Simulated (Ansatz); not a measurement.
# CH4AlCl3: the cost of one run

Method: RKS PBE0/def2-SVP, in Ansatz 0.2.0.

**1. The structure to begin with**

Bond lengths: Al1–Cl2 2.601 Å, Al1–Cl3 2.015 Å, Al1–Cl4 2.015 Å, Al1–C6 2.293 Å, C6–H7 1.086 Å, C6–H8 1.087 Å, C6–H9 1.098 Å. Angles: Cl2–Al1–Cl3 107.0°, Cl2–Al1–Cl4 109.1°, Cl2–Al1–C6 80.0°, Cl3–Al1–Cl4 133.3°, Cl3–Al1–C6 108.6°, Cl4–Al1–C6 106.0°, Al1–C6–H7 129.1°, Al1–C6–H8 119.4°, Al1–C6–H9 73.8°, H7–C6–H8 109.2°, H7–C6–H9 106.4°, H8–C6–H9 107.5°.

As a file:

```xyz
9

Al   -0.4599   -1.1292   -0.0044
Cl   -2.3548    0.5938    0.4479
Cl   -0.7037   -1.7930   -1.8914
Cl    0.0335   -2.0365    1.7257
H    -0.6238    0.7148    0.1451
C     0.7500    0.8178   -0.0658
H     0.7883    1.5751   -0.8428
H     1.1327    1.2371    0.8608
H     1.4377    0.0200   -0.3752
```

**2. A restrained relaxation towards end A**

Springs on the bonds that form and break draw the guess towards this end; the thresholds are loose.

Contents of input.yaml:

```yaml
crystal:
  periodic: [false, false, false]
  atoms:
    - { symbol: Al, position_ang: [-0.4599, -1.1292, -0.0044] }
    - { symbol: Cl, position_ang: [-2.3548, 0.5938, 0.4479] }
    - { symbol: Cl, position_ang: [-0.7037, -1.793, -1.8914] }
    - { symbol: Cl, position_ang: [0.0335, -2.0365, 1.7257] }
    - { symbol: H, position_ang: [-0.6238, 0.7148, 0.1451] }
    - { symbol: C, position_ang: [0.75, 0.8178, -0.0658] }
    - { symbol: H, position_ang: [0.7883, 1.5751, -0.8428] }
    - { symbol: H, position_ang: [1.1327, 1.2371, 0.8608] }
    - { symbol: H, position_ang: [1.4377, 0.02, -0.3752] }
basis:
  gaussian: { orbitals: def2-SVP }
hamiltonian:
  xc: pbe0
relax:
  f_tol: 0.15
  max_steps: 25
  restrain:
    - { distance: [0, 5], at: 3.27, k: 30.0 }
    - { distance: [4, 1], at: 2.63, k: 30.0 }
    - { distance: [0, 1], at: 2.23, k: 30.0 }
    - { distance: [4, 5], at: 1.07, k: 30.0 }
```

Run with:

```console
$ ansatz run input.yaml --threads 2 --pin off --max-ram 3072MiB --backend cpu --events-out ev --progress --plain --runs-dir out
```

What time and memory should one allow on 2 threads of Intel Xeon 6975P-C (Granite Rapids), shared host?

About 13 s, with a peak of 0.26 GiB.
